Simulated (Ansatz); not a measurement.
# Cl2H5NSSi: the cost of one run

Method: RKS PBE-D4/6-31G*, in Ansatz 0.2.0.

**1. Starting point**

Bond lengths: Si1–N3 1.820 Å, N3–H4 1.060 Å, N3–H5 1.060 Å, Si1–Cl6 2.128 Å, Si1–Cl7 2.128 Å, Si1–S8 2.460 Å, S8–H9 1.400 Å. Angles: Si1–N3–H4 120.0°, Si1–N3–H5 120.0°, H4–N3–H5 120.0°, N3–Si1–Cl6 109.5°, N3–Si1–Cl7 109.5°, N3–Si1–S8 178.9°, Cl6–Si1–Cl7 109.5°, Cl6–Si1–S8 70.0°, Cl7–Si1–S8 70.0°, Si1–S8–H9 109.5°.

Coordinates:

```xyz
10

Si    0.0000    0.0000    0.0000
H     0.0000    0.0000    1.8100
N     1.7163    0.0000   -0.6061
H     2.2145   -0.9180   -0.7868
H     2.2175    0.9180   -0.7783
Cl   -1.0032    1.7381   -0.7093
Cl   -1.0032   -1.7381   -0.7093
S    -2.3345    0.0000    0.7757
H    -3.0901   -0.8728   -0.0163
H    -0.9511    0.0000    1.8802
```

**2. A restrained relaxation towards end A**

Springs on the bonds that form and break draw the guess towards this end; the thresholds are loose.

input.yaml

```yaml
crystal:
  periodic: [false, false, false]
  atoms:
    - { symbol: Si, position_ang: [0.0, 0.0, 0.0] }
    - { symbol: H, position_ang: [0.0, 0.0, 1.81] }
    - { symbol: "N", position_ang: [1.7163, 0.0, -0.6061] }
    - { symbol: H, position_ang: [2.2145, -0.918, -0.7868] }
    - { symbol: H, position_ang: [2.2175, 0.918, -0.7783] }
    - { symbol: Cl, position_ang: [-1.0032, 1.7381, -0.7093] }
    - { symbol: Cl, position_ang: [-1.0032, -1.7381, -0.7093] }
    - { symbol: S, position_ang: [-2.3345, 0.0, 0.7757] }
    - { symbol: H, position_ang: [-3.0901, -0.8728, -0.0163] }
    - { symbol: H, position_ang: [-0.9511, 0.0, 1.8802] }
basis:
  gaussian: { orbitals: "6-31G*" }
hamiltonian:
  xc: pbe
  dispersion: d4
relax:
  f_tol: 0.15
  max_steps: 25
  restrain:
    - { distance: [0, 7], at: 3.36, k: 30.0 }
    - { distance: [9, 1], at: 1.86, k: 30.0 }
    - { distance: [0, 1], at: 1.46, k: 30.0 }
    - { distance: [9, 7], at: 1.4, k: 30.0 }
```

Launch:

```bash
> ansatz run input.yaml --threads 2 --pin off --max-ram 3072MiB --backend cpu --events-out ev --progress --plain --runs-dir out
```

**Question.** How long does this run take on 2 threads of Arm Neoverse V1, shared host, and how much memory does it need?

About 47 s, with a peak of 0.15 GiB.
